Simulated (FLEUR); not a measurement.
# BiTe (Fm-3m) in FLEUR: notebook

Runs on BiTe. Level: BLYP. Tasks: band structure, equation of state.

Everything below comes from runs of FLEUR MaX-R8.1 (later development tree). Logs are shortened: lines on timing, memory, paths and dates and some standing lists are left out, and cuts for length are marked.

## Step 1: Starting point

Symmetry: Fm-3m, No. 225, cubic system. The conventional cell has a = 6.470 Å, b = 6.470 Å, c = 6.470 Å, α = 90.00°, β = 90.00°, γ = 90.00°. Bi (site symmetry m-3m) has 6 Te at 3.23 Å as nearest neighbours. Te (site symmetry m-3m) is surrounded by 6 Bi at 3.23 Å.

## Step 2: Band structure, BLYP

The input, inp.xml:

```xml
<?xml version="1.0" encoding="UTF-8" standalone="no"?>
<fleurInput fleurInputVersion="0.39">
   <comment>
      BiTe                                                                                                
   </comment>
   <calculationSetup>
      <cutoffs Kmax="4.1" Gmax="12.7" GmaxXC="12.7" numbands="0"/>
      <scfLoop itmax="60" minDistance="0.00001" maxIterBroyd="15" imix="Anderson" alpha="0.05" precondParam="0.0" spinf="2.0" sdNocoIR="T"/>
      <coreElectrons ctail="T" frcor="F" kcrel="0" coretail_lmax="0"/>
      <xcFunctional name="LibXC" relativisticCorrections="F">
         <LibXCName exchange="gga_x_b88" correlation="gga_c_lyp"/>
      </xcFunctional>
      <magnetism jspins="1"/>
      <soc l_soc="F" theta="0.0" phi="0.0" spav="F"/>
      <expertModes spex="0" secvar="F"/>
      <geometryOptimization l_f="F" forcealpha="1.0" forcemix="BFGS" epsdisp="0.00001" epsforce="0.00001"/>
      <ldaU l_linMix="F" mixParam="0.05" spinf="1.0"/>
   </calculationSetup>
   <cell>
      <bzIntegration valenceElectrons="43.0" mode="hist" fermiSmearingEnergy="0.00183747">
         <kPointListSelection listName="default-1"/>
         <!-- k-points included here -->
         <xi:include xmlns:xi="http://www.w3.org/2001/XInclude" href="kpts.xml"> </xi:include>
[... 35 lines left out ...]
            <stateOccupation state="(5p3/2)" spinUp="1.333333" spinDown="1.333333"/>
         </electronConfig>
         <energyParameters s="5" p="5" d="5" f="4"/>
         <lo type="SCLO" l="1" n="4" eDeriv="0"/>
         <lo type="SCLO" l="1" n="4" eDeriv="1"/>
         <lo type="SCLO" l="2" n="4" eDeriv="0"/>
         <lo type="SCLO" l="2" n="4" eDeriv="1"/>
         <lo type="SCLO" l="0" n="5" eDeriv="2"/>
         <lo type="SCLO" l="3" n="4" eDeriv="2"/>
      </species>
   </atomSpecies>
   <atomGroups>
      <atomGroup species="Bismuth (Bi)">
         <relPos label="                   1">.0000000000 .0000000000 .0000000000</relPos>
         <force calculate="T" relaxXYZ="TTT"/>
      </atomGroup>
      <atomGroup species="Tellurium (Te)">
         <relPos label="                   2">1.000/2.000 1.000/2.000 1.000/2.000</relPos>
         <force calculate="T" relaxXYZ="TTT"/>
      </atomGroup>
   </atomGroups>
   <output dos="F" band="F" slice="F">
      <checks vchk="F" cdinf="F"/>
      <bandDOS minEnergy="-.5*Htr" maxEnergy="0.5*Htr" sigma="0.015" storeEVData="T"/>
      <vacuumDOS vacdos="F" integ="F" star="F" nstars="0" locx1="0.0" locy1="0.0" locx2="0.0" locy2="0.0" nstm="0" tworkf="0.0"/>
      <unfoldingBand unfoldBand="F" supercellX="1" supercellY="1" supercellZ="1"/>
      <plotting iplot="0" polar="F">
         <plot TwoD="T" vec1="  1.0  0.0  0.0" vec2="  0.0  1.0  0.0" vec3="  0.0  0.0  1.0" zero="  0.0  0.0  0.0" file="plot"/>
      </plotting>
      <chargeDensitySlicing numkpt="0" minEigenval="0.0" maxEigenval="0.0" nnne="0" pallst="F"/>
      <specialOutput eonly="F"/>
      <moessbauerParams electricFieldGradient="T" isomerShift="T" coreHyperfine="T" valenceHyperfine="T"/>
      <magneticCircularDichroism mcd="F" energyLo="-10.0" energyUp="0.0"/>
   </output>
  <!-- We include the file relax.xml here to enable relaxations (see documentation) -->
  <xi:include xmlns:xi="http://www.w3.org/2001/XInclude" href="relax.xml"> <xi:fallback/> </xi:include>
</fleurInput>
```

The input, crystal.txt:

```
BiTe
&input cartesian=F /
0.0000000000  3.2350000000  3.2350000000
3.2350000000  0.0000000000  3.2350000000
3.2350000000  3.2350000000  0.0000000000
1.8897261246
1.0 1.0 1.0

2
83 0.0000000000  0.0000000000  0.0000000000
52 0.5000000000  0.5000000000  0.5000000000

&kpt div1=7 div2=7 div3=7 gamma=T /
```

The input, inp.xml (bands):

```
<?xml version="1.0" encoding="UTF-8" standalone="no"?>
<fleurInput fleurInputVersion="0.39">
   <comment>
      BiTe                                                                                                
   </comment>
   <calculationSetup>
      <cutoffs Kmax="4.1" Gmax="12.7" GmaxXC="12.7" numbands="0"/>
      <scfLoop itmax="60" minDistance="0.00001" maxIterBroyd="15" imix="Anderson" alpha="0.05" precondParam="0.0" spinf="2.0" sdNocoIR="T"/>
      <coreElectrons ctail="T" frcor="F" kcrel="0" coretail_lmax="0"/>
      <xcFunctional name="LibXC" relativisticCorrections="F">
         <LibXCName exchange="gga_x_b88" correlation="gga_c_lyp"/>
      </xcFunctional>
      <magnetism jspins="1"/>
      <soc l_soc="F" theta="0.0" phi="0.0" spav="F"/>
      <expertModes spex="0" secvar="F"/>
      <geometryOptimization l_f="F" forcealpha="1.0" forcemix="BFGS" epsdisp="0.00001" epsforce="0.00001"/>
      <ldaU l_linMix="F" mixParam="0.05" spinf="1.0"/>
   </calculationSetup>
   <cell>
      <bzIntegration valenceElectrons="43.0" mode="hist" fermiSmearingEnergy="0.00183747">
         <kPointListSelection listName="path-1"/>
         <!-- k-points included here -->
[... 36 lines left out ...]
            <stateOccupation state="(5p3/2)" spinUp="1.333333" spinDown="1.333333"/>
         </electronConfig>
         <energyParameters s="5" p="5" d="5" f="4"/>
         <lo type="SCLO" l="1" n="4" eDeriv="0"/>
         <lo type="SCLO" l="1" n="4" eDeriv="1"/>
         <lo type="SCLO" l="2" n="4" eDeriv="0"/>
         <lo type="SCLO" l="2" n="4" eDeriv="1"/>
         <lo type="SCLO" l="0" n="5" eDeriv="2"/>
         <lo type="SCLO" l="3" n="4" eDeriv="2"/>
      </species>
   </atomSpecies>
   <atomGroups>
      <atomGroup species="Bismuth (Bi)">
         <relPos label="                   1">.0000000000 .0000000000 .0000000000</relPos>
         <force calculate="T" relaxXYZ="TTT"/>
      </atomGroup>
      <atomGroup species="Tellurium (Te)">
         <relPos label="                   2">1.000/2.000 1.000/2.000 1.000/2.000</relPos>
         <force calculate="T" relaxXYZ="TTT"/>
      </atomGroup>
   </atomGroups>
   <output dos="F" band="T" slice="F">
      <checks vchk="F" cdinf="F"/>
      <bandDOS minEnergy="-.5*Htr" maxEnergy="0.5*Htr" sigma="0.015" storeEVData="T"/>
      <vacuumDOS vacdos="F" integ="F" star="F" nstars="0" locx1="0.0" locy1="0.0" locx2="0.0" locy2="0.0" nstm="0" tworkf="0.0"/>
      <unfoldingBand unfoldBand="F" supercellX="1" supercellY="1" supercellZ="1"/>
      <plotting iplot="0" polar="F">
         <plot TwoD="T" vec1="  1.0  0.0  0.0" vec2="  0.0  1.0  0.0" vec3="  0.0  0.0  1.0" zero="  0.0  0.0  0.0" file="plot"/>
      </plotting>
      <chargeDensitySlicing numkpt="0" minEigenval="0.0" maxEigenval="0.0" nnne="0" pallst="F"/>
      <specialOutput eonly="F"/>
      <moessbauerParams electricFieldGradient="T" isomerShift="T" coreHyperfine="T" valenceHyperfine="T"/>
      <magneticCircularDichroism mcd="F" energyLo="-10.0" energyUp="0.0"/>
   </output>
  <!-- We include the file relax.xml here to enable relaxations (see documentation) -->
  <xi:include xmlns:xi="http://www.w3.org/2001/XInclude" href="relax.xml"> <xi:fallback/> </xi:include>
</fleurInput>
```

Potentials or basis: all-electron, FLAPW.

The run is started by

```bash
inpgen -f crystal.txt -profile fastHighL
# inp.xml edited to the form shown
fleur_MPI
fleur_MPI   # second run, on inp.xml (bands)
```

Log:

```text
Welcome to FLEUR        (www.flapw.de)
      MaX-Release 8.1          (www.max-centre.eu)
 func_ids         131         106         131         106
The functional 'Becke 88' is an exchange functional, it belongs to the 'GGA' family and is defined in the reference(s):
[1] A. D. Becke.,  Phys. Rev. A 38, 3098 (1988)
The functional 'Lee, Yang & Parr' is a correlation functional, it belongs to the 'GGA' family and is defined in the reference(s):
[1] C. Lee, W. Yang, and R. G. Parr.,  Phys. Rev. B 37, 785 (1988)
[2] B. Miehlich, A. Savin, H. Stoll, and H. Preuss.,  Chem. Phys. Lett. 157, 200 (1989)
 Using same functional for VXC and EXC

 ========== k-point set info ==========
 Selected k-point list: default-1
 k-point list type: mesh
 7 x 7 x 7
 Number of k points: 20

 ------------Calculation Setup---------------------------
 Number of MPI-tasks      :            1
 Number of PE/node        :            1
 Number of OMP-threads    :            1
 Most efficient MPI parallelization for:
           1           2           4           5          10          20
 Additional eigenvalue parallelization possible
 Number of basis functions:          625
 Approximate size of matrices (H+S) per k-point:         0.006 GB
 --------------------------------------------------------
 Iteration:     1   Distance:      38.95241617 me/bohr^3
 Iteration:     2   Distance:      36.95090367 me/bohr^3
 Iteration:     3   Distance:       4.05142102 me/bohr^3
 Iteration:     4   Distance:       1.11218768 me/bohr^3
 Iteration:     5   Distance:       0.95985931 me/bohr^3
 Iteration:     6   Distance:       0.17193950 me/bohr^3
 Iteration:     7   Distance:       0.08770413 me/bohr^3
 Iteration:     8   Distance:       0.01485647 me/bohr^3
 Iteration:     9   Distance:       0.00488811 me/bohr^3
 Iteration:    10   Distance:       0.00102502 me/bohr^3
 Iteration:    11   Distance:       0.00065262 me/bohr^3
 Iteration:    12   Distance:       0.00011976 me/bohr^3
 Iteration:    13   Distance:       0.00002737 me/bohr^3
 Iteration:    14   Distance:       0.00002656 me/bohr^3
 Iteration:    15   Distance:       0.00000514 me/bohr^3

 ********************************************************************
 Run finished successfully
 Stop message:
   all done
 ********************************************************************
```

Run time: 56 s. Hardware: 1 thread of Arm Neoverse V2, shared host; peak memory 0.08 GiB.

What came out:

```yaml
Free_energy: -772250.4897 eV
Band_gap_along_the_path: none (metal or under the smearing width)
Valence_electrons_inside_the_program's_atomic_spheres: Bi 18.79; Te 20.10 (radii Bi 2.66, Te 2.66 bohr)
```

Levels at the corners of the path, in eV from the Fermi level:
| point | band 18 | band 19 | band 20 | band 21 | band 22 | band 23 | band 24 | band 25 |
| --- | --- | --- | --- | --- | --- | --- | --- | --- |
| Γ | -8.33 | -2.59 | -2.59 | -2.59 | 2.06 | 2.06 | 2.06 | 4.89 |
| X | -10.11 | -5.60 | -4.01 | -4.01 | 2.55 | 3.46 | 3.46 | 4.81 |
| W | -11.02 | -4.93 | -4.93 | -1.61 | -0.30 | 3.89 | 3.89 | 5.32 |
| K | -10.83 | -5.24 | -3.52 | -3.44 | 1.90 | 1.93 | 4.08 | 4.24 |
| Γ | -8.33 | -2.59 | -2.59 | -2.59 | 2.06 | 2.06 | 2.06 | 4.89 |
| L | -11.38 | -1.93 | -1.93 | -1.60 | -0.79 | -0.65 | -0.65 | 7.60 |
| U | -10.83 | -5.24 | -3.52 | -3.44 | 1.90 | 1.93 | 4.08 | 4.24 |
| W | -11.02 | -4.93 | -4.93 | -1.61 | -0.30 | 3.89 | 3.89 | 5.32 |
| L | -11.38 | -1.93 | -1.93 | -1.60 | -0.79 | -0.65 | -0.65 | 7.60 |
| K | -10.83 | -5.24 | -3.52 | -3.44 | 1.90 | 1.93 | 4.08 | 4.24 |
| U | -10.83 | -5.24 | -3.52 | -3.44 | 1.90 | 1.93 | 4.08 | 4.24 |
| X | -10.11 | -5.60 | -4.01 | -4.01 | 2.55 | 3.46 | 3.46 | 4.81 |

Core levels (eV from the Fermi level):
```tsv
atom	levels
1 Bi	1s1/2 -90528.8, 2s1/2 -16248.2, 2p1/2 -15609.3, 2p3/2 -13288.3, 3s1/2 -3918.8, 3p1/2 -3630.5, 3p3/2 -3110.9, 4s1/2 -896.5, 3d3/2 -2639.4, 3d5/2 -2529.2, 4p1/2 -771.3, 4p3/2 -643.2, 5s1/2 -153.7, 4d3/2 -439.7, 4d5/2 -415.8, 4f5/2 -151.7, 4f7/2 -146.2
2 Te	1s1/2 -31608.0, 2s1/2 -4842.0, 2p1/2 -4536.7, 2p3/2 -4262.1, 3s1/2 -959.9, 3p1/2 -834.4, 3p3/2 -783.2, 4s1/2 -159.7, 3d3/2 -561.6, 3d5/2 -550.9
```

Caveat: spin-orbit coupling is left out, which moves the levels of the heavy elements.

## Step 3: Equation of state, BLYP, 31.82 Å³/atom (volume scaled by 0.94)

Changes to inp.xml since step 2:

```diff
@@ -26,3 +26,3 @@
       <xi:include xmlns:xi="http://www.w3.org/2001/XInclude" href="sym.xml"> </xi:include>
-      <bulkLattice scale="1.0">
+      <bulkLattice scale="0.9795861087">
          <bravaisMatrix>
```

Potentials or basis: all-electron, FLAPW.

The run is started by

```bash
inpgen -f crystal.txt -profile fastHighL
# inp.xml edited to the form shown
fleur_MPI
```

It took 43 s on 1 thread of Arm Neoverse V2, shared host; peak memory 0.09 GiB.

It converged, with:

```
Free energy                                           : -772250.3357 eV
Band gap on the k mesh                                : none (metal or under the smearing width)
Valence electrons inside the program's atomic spheres : Bi 18.84; Te 20.15 (radii Bi 2.66, Te 2.66 bohr)
```

Caveat: spin-orbit coupling is left out, which moves the levels of the heavy elements.

## Step 4: Equation of state, BLYP, 33.86 Å³/atom

Changes to inp.xml since step 3:

```diff
@@ -26,3 +26,3 @@
       <xi:include xmlns:xi="http://www.w3.org/2001/XInclude" href="sym.xml"> </xi:include>
-      <bulkLattice scale="0.9795861087">
+      <bulkLattice scale="1.0000000000">
          <bravaisMatrix>
```

The run is started by

```bash
inpgen -f crystal.txt -profile fastHighL
# inp.xml edited to the form shown
fleur_MPI
```

Wall time 51 s (1 thread of Arm Neoverse V2, shared host); peak memory 0.09 GiB.

Results (log left out):

```yaml
Free_energy: -772250.4897 eV
Band_gap_on_the_k_mesh: none (metal or under the smearing width)
Valence_electrons_inside_the_program's_atomic_spheres: Bi 18.79; Te 20.10 (radii Bi 2.66, Te 2.66 bohr)
```

Caveat: spin-orbit coupling is left out, which moves the levels of the heavy elements.

## Step 5: Equation of state, BLYP, 35.21 Å³/atom (volume scaled by 1.04)

Changes to inp.xml since step 4:

```diff
@@ -26,3 +26,3 @@
       <xi:include xmlns:xi="http://www.w3.org/2001/XInclude" href="sym.xml"> </xi:include>
-      <bulkLattice scale="1.0000000000">
+      <bulkLattice scale="1.0131594038">
          <bravaisMatrix>
```

The run is started by

```bash
inpgen -f crystal.txt -profile fastHighL
# inp.xml edited to the form shown
fleur_MPI
```

Wall time 54 s (1 thread of Arm Neoverse V2, shared host); peak memory 0.09 GiB.

It converged, with:

```yaml
Free_energy: -772250.5445 eV
Band_gap_on_the_k_mesh: none (metal or under the smearing width)
Valence_electrons_inside_the_program's_atomic_spheres: Bi 18.76; Te 20.08 (radii Bi 2.66, Te 2.66 bohr)
```

Caveat: spin-orbit coupling is left out, which moves the levels of the heavy elements.

## Step 6: Equation of state, BLYP, 35.89 Å³/atom (volume scaled by 1.06)

Changes to inp.xml since step 5:

```diff
@@ -26,3 +26,3 @@
       <xi:include xmlns:xi="http://www.w3.org/2001/XInclude" href="sym.xml"> </xi:include>
-      <bulkLattice scale="1.0131594038">
+      <bulkLattice scale="1.0196128224">
          <bravaisMatrix>
```

Potentials or basis: all-electron, FLAPW.

The run is started by

```bash
inpgen -f crystal.txt -profile fastHighL
# inp.xml edited to the form shown
fleur_MPI
```

Wall time 66 s (1 thread of Arm Neoverse V2, shared host); peak memory 0.09 GiB.

The run converged. Its results:

| Property | Result |
| --- | --- |
| Free energy | -772250.5613 eV |
| Band gap on the k mesh | none (metal or under the smearing width) |
| Valence electrons inside the program's atomic spheres | Bi 18.75; Te 20.06 (radii Bi 2.66, Te 2.66 bohr) |

Caveat: spin-orbit coupling is left out, which moves the levels of the heavy elements.
